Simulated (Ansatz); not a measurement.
**BClHNZn: one species, many methods**

How much do the methods differ for BClHNZn? The plan is to run it at one geometry with functionals of several rungs and with coupled cluster. The yardstick is the atomisation energy at the CCSD(T) limit.

Program: Ansatz 0.2.0, Gaussian basis. Level of theory: functionals in def2-TZVPP, the program's frozen cores in correlated methods. These are calculated values, not measurements.

Plan: LDA (SPW92), PBE-D4, revPBE-D4, BLYP-D4, r2SCAN-D4, B97M-V, PBE0-D4, B3LYP-D4, r2SCANh-D4, r2SCAN0-D4, HSE06-D4, BHLYP-D4, CAM-B3LYP-D4, LC-ωPBE, ωB97X-V, ωB97M-V, B2PLYP, PBE-QIDH; CCSD(T)/def2-SVP; CCSD(T)/def2-TZVPP; MP2/def2-QZVPP; extrapolation to the limit; RPA on PBE.

### 1 The relaxed structure

An earlier PBE0-D4 in a triple-zeta def2 set relaxation fixed the geometry.

5 atoms, charge 0, spin multiplicity 1.

Atoms are counted from 1 here; the program's logs count them from 0.

Bond lengths: Cl1–B2 1.691 Å, B2–N3 1.234 Å, N3–H5 0.991 Å. Angles: Cl1–B2–N3 179.7°, B2–N3–H5 179.5°.

### 2 LDA

This LDA is Slater exchange with PW92 correlation.

Contents of in.yaml:

```yaml
crystal:
  periodic: [false, false, false]
  atoms:
    - {symbol: Cl, position_ang: [0.256731, -1.423864, 1.660394]}
    - {symbol: B, position_ang: [0.492986, -0.097637, 0.638170]}
    - {symbol: N, position_ang: [0.671053, 0.872616, -0.103554]}
    - {symbol: Zn, position_ang: [-2.178596, -1.073600, -1.532533]}
    - {symbol: H, position_ang: [0.807626, 1.648785, -0.703878]}
basis:
  gaussian: {orbitals: def2-TZVPP}
hamiltonian: {xc: lda}
output: {orbitals: {seedname: orbitals}}
```

Command:

```console
> ansatz run in.yaml --threads 2 --pin off --events-out ev --progress --plain --max-ram 4352MiB
```

The runs that follow: PBE-D4 (GGA); revPBE-D4 (GGA); BLYP-D4 (GGA); r2SCAN-D4 (meta-GGA); B97M-V (meta-GGA); PBE0-D4 (hybrid); B3LYP-D4 (hybrid); r2SCANh-D4 (hybrid); r2SCAN0-D4 (hybrid); HSE06-D4 (hybrid); BHLYP-D4 (hybrid); CAM-B3LYP-D4 (range-separated); LC-ωPBE (range-separated); ωB97X-V (range-separated); ωB97M-V (range-separated); B2PLYP (double hybrid); PBE-QIDH (double hybrid); CCSD(T) in def2-SVP; CCSD(T) in def2-TZVPP; MP2 in def2-QZVPP; RPA on PBE orbitals.

Before running them: what should the planned runs give, taken together? Wanted: atomisation energy, CCSD(T)/CBS; farthest beyond LDA; mean size of error, GGA; mean size of error, meta-GGA; mean size of error, hybrid; mean size of error, range-separated; mean size of error, double hybrid; gap, smallest and largest; T1 diagnostic.

**Answer**, as computed:

```
                               quantity                                 value
        atomisation energy, CCSD(T)/CBS                             15.547 eV
    functionals within 0.078 eV (0.5 %)          r2SCANh-D4, B2PLYP, PBE-QIDH
                    farthest beyond LDA                    PBE-D4 (+0.904 eV)
                mean size of error, GGA                              0.584 eV
           mean size of error, meta-GGA                              0.270 eV
             mean size of error, hybrid                              0.282 eV
    mean size of error, range-separated                              0.196 eV
      mean size of error, double hybrid                              0.033 eV
              gap, smallest and largest  4.51 eV (PBE-D4), 10.04 eV (LC-ωPBE)
                          T1 diagnostic                                0.0148
triples share of the correlation energy                                 3.8 %
```

What this shows: The LDA atomisation energy is off by 2.920 eV (19 %): it overbinds. PBE-D4 is off by +0.904 eV. Double hybrids carry the basis error of their MP2 part in triple zeta, and no dispersion term here, so their miss is partly the set-up's. By mean error the best rung here is double hybrid (0.033 eV) and the worst beyond LDA is GGA (0.584 eV). Misses under about 0.078 eV are within the doubt on the reference itself, which lacks core-valence correlation, relativity and higher excitations. Hartree-Fock recovers 68 % of the binding; the rest is correlation. CCSD(T) in def2-SVP is off by -0.893 eV, more than most functionals: a good method in a small basis is no reference. Orbital gaps span 4.5 to 10.0 eV; exact exchange widens them. For Zn the d shell is correlated and the shells below it are frozen.
